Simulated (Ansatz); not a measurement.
# Cl3H3Si: the cost of one run

Program: Ansatz 0.2.0. Level of theory: UKS revPBE-D4/def2-SVP. These are calculated values, not measurements.

## (1) The structure to begin with

Bond lengths: Si1–Cl2 2.488 Å, Si1–Cl3 2.026 Å, Si1–Cl4 2.005 Å, Si1–H5 1.443 Å. Angles: Cl2–Si1–Cl3 93.3°, Cl2–Si1–Cl4 112.7°, Cl2–Si1–H5 112.0°, Cl3–Si1–Cl4 103.6°, Cl3–Si1–H5 101.9°, Cl4–Si1–H5 126.4°.

As a file:

```xyz
7

Si   -0.4923    0.0123   -0.2930
Cl    1.6650   -1.1475    0.1457
Cl   -1.2128   -1.5054   -1.4245
Cl   -1.7015    0.0251    1.3059
H    -0.3506    1.0674   -1.2673
H     1.4243    0.4674    0.8045
H     0.6678    1.0808    0.7287
```

## (2) Run 1

150 steps of 0.5 fs at constant energy, with velocities drawn for 100 K.

input.yaml

```yaml
crystal:
  periodic: [false, false, false]
  atoms:
    - { symbol: Si, position_ang: [-0.4923, 0.0123, -0.293] }
    - { symbol: Cl, position_ang: [1.665, -1.1475, 0.1457] }
    - { symbol: Cl, position_ang: [-1.2128, -1.5054, -1.4245] }
    - { symbol: Cl, position_ang: [-1.7015, 0.0251, 1.3059] }
    - { symbol: H, position_ang: [-0.3506, 1.0674, -1.2673] }
    - { symbol: H, position_ang: [1.4243, 0.4674, 0.8045] }
    - { symbol: H, position_ang: [0.6678, 1.0808, 0.7287] }
magnetization:
  spin_polarized: true
basis:
  gaussian: { orbitals: def2-SVP }
hamiltonian:
  xc: revpbe
  dispersion: d4
md:
  timestep: 0.5
  n_steps: 150
  ensemble: nve
  temperature: 100.0
  initial_velocities: maxwell_boltzmann
  seed: 922436
```

Started as:

```console
ansatz run input.yaml --threads 2 --pin off --max-ram 3072MiB --backend cpu --events-out ev --progress --plain --runs-dir out
```

**Question.** How long does this run take on 2 threads of Arm Neoverse N1, shared host, and how much memory does it need?

About 9.1 min, with a peak of 0.17 GiB.
